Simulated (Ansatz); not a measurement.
# C2H6GeSi: rigid scan of one bond length

How does the energy of C2H6GeSi change as one bond is stretched? Wanted for C2H6GeSi: a rigid scan of one bond length. SMILES: [GeH3][C]1=C[SiH2]1.

Computed with Ansatz 0.2.0 through its Python package. Level of theory: PBE+D3(BJ)/def2-SVP.

## 1. The system

Bond lengths: Ge1–C2 1.859 Å, C2–C3 1.447 Å, C2–Si4 1.777 Å, C3–Si4 1.813 Å, Ge1–H5 1.590 Å, Ge1–H6 1.599 Å, Ge1–H7 1.561 Å, C3–H8 1.041 Å, Si4–H9 1.531 Å, Si4–H10 1.394 Å. Angles (14 of 18 angles, heavy atoms first): Ge1–C2–C3 147.0°, Ge1–C2–Si4 145.4°, C3–C2–Si4 67.5°, C2–C3–Si4 65.0°, C2–Si4–C3 47.5°, C2–Ge1–H5 110.8°, C2–Ge1–H6 110.9°, C2–Ge1–H7 112.1°, C2–C3–H8 151.5°, Si4–C3–H8 143.3°, C2–Si4–H9 108.2°, C2–Si4–H10 112.9°, C3–Si4–H9 112.3°, C3–Si4–H10 117.6°.

The script holds or builds the structure itself.

## 2. The code

scan_c2h6gesi.py

```python
'''Stretching a bond of C2H6GeSi, the rest held rigid.'''

import ansatz as az
import matplotlib.pyplot as plt
import numpy as np

BASIS = 'def2-SVP'
FUNCTIONAL = 'PBE'
VDW = 'd3bj'

GEOMETRY = '''
Ge   -0.80060    1.21500   -0.91310
C    -0.05140   -0.21780    0.00380
C    -0.08190   -1.64060    0.26510
Si    1.25450   -0.73690    1.09200
H    -2.03310    0.73840   -1.79760
H    -1.36220    2.31380    0.10400
H     0.23450    1.92350   -1.84180
H    -0.46400   -2.59370    0.09450
H     0.88150   -0.32350    2.51780
H     2.50580   -0.72930    0.47820
'''

molecule = az.Crystal.molecule()
for line in GEOMETRY.strip().splitlines():
    symbol, *xyz = line.split()
    molecule = molecule.atom(symbol, [float(v) for v in xyz])

symbols = [site.symbol for site in molecule.cartesian_sites]
start = np.array([site.position_ang for site in molecule.cartesian_sites])
axis = (start[4] - start[0]) / np.linalg.norm(start[4] - start[0])
moving = [4]
lengths, energies = [1.399, 1.463, 1.527, 1.59, 1.654, 1.717, 1.781, 1.876], []
for length in lengths:
    xyz = start.copy()
    xyz[moving] += (length - np.linalg.norm(start[4] - start[0])) * axis
    point = az.Crystal.molecule()
    for symbol, place in zip(symbols, xyz):
        point = point.atom(symbol, place.tolist())
    setup = point.calculation().basis(gaussian=BASIS).functional(FUNCTIONAL, dispersion=VDW)
    r = setup.run(threads=1).report
    energies.append(r['free_energy_ev'])
    print(f'r = {length:6.3f} A  E = {energies[-1]:.5f} eV  <S^2> = {abs(r["mean_field"]["state"]["spin_squared"]):.3f}')

# quartic fit about the minimum
fit = np.polynomial.Polynomial.fit(lengths, np.array(energies) - min(energies), 4).convert()
roots = [r.real for r in fit.deriv().roots() if abs(r.imag) < 1e-9 and fit.deriv(2)(r.real) > 0]
r_e = min(roots, key=lambda r: abs(r - lengths[int(np.argmin(energies))]))
print(f'minimum of the fit at {r_e:.4f} A, force constant {fit.deriv(2)(r_e):.2f} eV/A^2')
plt.figure(figsize=(4.5, 3))
plt.plot(lengths, np.array(energies) - min(energies), 'o-')
plt.xlabel('bond length (A)')
plt.ylabel('E - E(min) (eV)')
plt.tight_layout()
plt.savefig('scan.png', dpi=100)
```

## 3. What the engine is handed

The engine receives this input (first run):

```yaml
crystal:
  periodic: [false, false, false]
  atoms:
    - { symbol: Ge, position_ang: [-0.8006, 1.215, -0.9131] }
    - { symbol: C, position_ang: [-0.0514, -0.2178, 0.0038] }
    - { symbol: C, position_ang: [-0.0819, -1.6406, 0.2651] }
    - { symbol: Si, position_ang: [1.2545, -0.7369, 1.092] }
    - { symbol: H, position_ang: [-1.8849497398831534, 0.7956887740135409, -1.6912804015632041] }
    - { symbol: H, position_ang: [-1.3622, 2.3138, 0.104] }
    - { symbol: H, position_ang: [0.2345, 1.9235, -1.8418] }
    - { symbol: H, position_ang: [-0.464, -2.5937, 0.0945] }
    - { symbol: H, position_ang: [0.8815, -0.3235, 2.5178] }
    - { symbol: H, position_ang: [2.5058, -0.7293, 0.4782] }
basis:
  gaussian:
    orbitals: def2-SVP
hamiltonian:
  xc: pbe
  dispersion: d3bj
```

## 4. The run

The run is started by

```sh
> python scan_c2h6gesi.py
```

**Question.** What results will this script give? Wanted: range of energy; lowest point, distance.

The runs gave:

| quantity | value |
| --- | --- |
| bond length at the fit's minimum | 1.5566 Å |
| runs compared | 8 |
| range of energy | 0.497 eV |
| lowest point, distance (Å) | 1.53 |

What this shows: The lowest point, at 1.53, lies inside the range. The ends stand 0.238 and 0.497 eV above it. The distance scanned is the script's pair 0, 4. The rest of the molecule is held rigid at a force-field or estimated start geometry, and the basis set is modest; single-reference methods fail as a bond breaks. The orbitals are restricted, so S² is zero by construction.
